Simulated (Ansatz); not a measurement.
This script for an atomisation energy of C3H5B, SMILES BC#CC with Ansatz 0.2.0 through its Python package holds a mistake.

`tae_c3h5b.py`:
```python
"""Atomisation energy of C3H5B at the given geometry."""

from collections import Counter

import ansatz as az


def total_energy(molecule, charge=0, unpaired=0):
    calc = (
        molecule.calculation()
        .basis(gaussian="aug-cc-pVDZ")
        .functional("PBE0", dispersion="d3bj")
        .hubbard("B", "p", u_eff=4.0)
    )
    if charge:
        calc = calc.charge(charge)
    if unpaired:
        calc = calc.spin("collinear", total=unpaired)
    return calc.run().report["free_energy_ev"]


def main() -> None:
    geometry_ang = [
        ("B", (-0.0364, 2.0317, -1.0429)),
        ("C", (-0.034, 0.7063, -0.3641)),
        ("C", (-0.0201, -0.3642, 0.1665)),
        ("C", (0.1388, -1.6598, 0.8366)),
        ("H", (0.1656, 2.1586, -2.2235)),
        ("H", (-0.4283, 3.0464, -0.4504)),
        ("H", (1.1397, -1.8997, 1.1244)),
        ("H", (-0.275, -2.4335, 0.1413)),
        ("H", (-0.5618, -1.632, 1.795)),
    ]
    system = az.Crystal.molecule()
    for symbol, xyz in geometry_ang:
        system = system.atom(symbol, xyz)

    # unpaired electrons of the ground-state atoms
    unpaired = {"B": 1, "C": 2, "H": 1}
    counts = Counter(site.symbol for site in system.cartesian_sites)
    atom_energy = {s: total_energy(az.Crystal.molecule().atom(s, (0, 0, 0)), 0, unpaired[s]) for s in counts}
    whole = total_energy(system, 0, 0)
    for s, e in atom_energy.items():
        print(f"{s:2s} x{counts[s]}  {e:14.5f} eV")
    print(f"C3H5B: {whole:.5f} eV")
    split = sum(counts[s] * e for s, e in atom_energy.items()) - whole
    print(f"atomisation energy (no zero-point term): {96.485332 * split:.1f} kJ/mol, {split / sum(counts.values()):.3f} eV an atom")


if __name__ == "__main__":
    main()
```

```console
$ python tae_c3h5b.py
Traceback (most recent call last):
  File "tae_c3h5b.py", line 51, in <module>
    main()
    ~~~~^^
  File "tae_c3h5b.py", line 41, in main
    atom_energy = {s: total_energy(az.Crystal.molecule().atom(s, (0, 0, 0)), 0, unpaired[s]) for s in counts}
                      ~~~~~~~~~~~~^^^^^^^^^^^^^^^^^^^^^^^^^^^^^^^^^^^^^^^^^^^^^^^^^^^^^^^^^^
  File "tae_c3h5b.py", line 19, in total_energy
    return calc.run().report["free_energy_ev"]
           ~~~~~~~~^^
  ...
ansatz.RefusalError: invalid value for `basis.gaussian`: such a run doesn't read hamiltonian.hubbard; remove what it names
$ echo $?
1
```
(Library frames cut from the traceback.)

What is wrong, and how is it mended?

The fault: a Hubbard U isn't read in a Gaussian basis. The correction:

```diff
--- before
+++ after
@@ -12,3 +12,2 @@
         .functional("PBE0", dispersion="d3bj")
-        .hubbard("B", "p", u_eff=4.0)
     )
```

The mended script runs so:

```console
$ python tae_c3h5b.py
B  x1      -669.84865 eV
C  x3     -1028.61138 eV
H  x5       -13.62341 eV
C3H5B: -3861.86298 eV
atomisation energy (no zero-point term): 3672.5 kJ/mol, 4.229 eV an atom
```

Reading the output:
- Total energies depend on the basis set; only differences at equal settings carry meaning.
- The geometry is a force-field or estimated start, not a minimum of this method, and the basis set is short of its limit. All parts are taken at fixed geometry, without zero-point energy.
- Wall time of the script: 4.2 s on 1 thread of Arm Neoverse V2, on a shared host, peak memory 0.26 GiB.

(Lines on the test bed's own set-up are left out of the output.)
